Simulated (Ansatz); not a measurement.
**CHClGa+ (triplet): from Hartree-Fock to the top rungs, cc-pVTZ**

How much of the correlation energy of CHClGa+ (triplet) does each wave-function method recover here?

Method: cc-pVTZ, core rule «outside noble gas», up to 20 orbitals frozen; program: Ansatz 0.2.0, Gaussian basis.

Plan: UHF; CCSD(T) on ROHF; CCSD(T) on UHF; BCCD(T) on ROHF; CCSDT(Q) on ROHF; CCSDT(Q) on UHF.

5 further runs of the same task are left out: 5 set aside as unsound or not needed. Runs told in other sessions of the task aren't counted.

### 1 The system

The geometry is a PBE0/def2-TZVP stationary point (not a proven minimum) of the parent state, kept for this charge and spin. No spin-orbit coupling is included. The filled d shell of Ga may be among the frozen orbitals whatever the setting's name suggests.

4 atoms, charge 1, spin multiplicity 3.

Atoms are counted from 1 here; the program's logs count them from 0.

Bond lengths: Cl1–C2 1.726 Å, C2–Ga3 2.034 Å, C2–H4 1.091 Å. Angles: Cl1–C2–Ga3 113.0°, Cl1–C2–H4 110.2°, Ga3–C2–H4 136.8°.

### 2 UHF

in.yaml reads:

```yaml
crystal:
  periodic: [false, false, false]
  atoms:
    - {symbol: Cl, position_ang: [0.000000, -0.224282, 1.993212]}
    - {symbol: C, position_ang: [0.000000, 0.873891, 0.661996]}
    - {symbol: Ga, position_ang: [0.000000, -0.064009, -1.142342]}
    - {symbol: H, position_ang: [0.000000, 1.903187, 1.023017]}
basis:
  gaussian: {orbitals: cc-pVTZ}
total_charge: 1
magnetization: {spin_polarized: true, initial_magnetization: 2}
hamiltonian: {xc: hf}
output: {orbitals: {seedname: orbitals}}
```

On the command line:

```
$ ansatz run in.yaml --threads 1 --pin off --events-out ev --progress --plain --max-ram 4096MiB --backend cpu
```

Further steps of the session: CCSD(T) on ROHF; CCSD(T) on UHF; BCCD(T) on ROHF; CCSDT(Q) on ROHF; CCSDT(Q) on UHF.

**Question.** What will the summary of the whole plan be? Wanted: UCCSDT(Q) from the RHF energy; RMP2 from UCCSDT(Q); UMP2 from UCCSDT(Q); RCCSD from UCCSDT(Q); RCCSD(T) from UCCSDT(Q); UCCSD(T) from UCCSDT(Q); RCCSDT(Q) from UCCSDT(Q); T1 diagnostic.

As calculated:

```
                         quantity              value
    UCCSDT(Q) from the ROHF energy        -11.3841 eV
              RMP2 from UCCSDT(Q)    +33.11 kcal/mol
              UMP2 from UCCSDT(Q)    +35.68 kcal/mol
             RCCSD from UCCSDT(Q)    +13.64 kcal/mol
          RCCSD(T) from UCCSDT(Q)     +1.76 kcal/mol
          UCCSD(T) from UCCSDT(Q)     +1.70 kcal/mol
         RCCSDT(Q) from UCCSDT(Q)     +0.35 kcal/mol
levels within 1 kcal/mol (43 meV)  UCCSDT, RCCSDT(Q)
                    T1 diagnostic              0.035
```

What this shows: RCCSD(T) lands +1.76 kcal/mol from the yardstick (0.7 % of the correlation energy). These misses are within one basis, not against nature; the frozen cores of restricted and unrestricted runs differ, which can shift their rows.
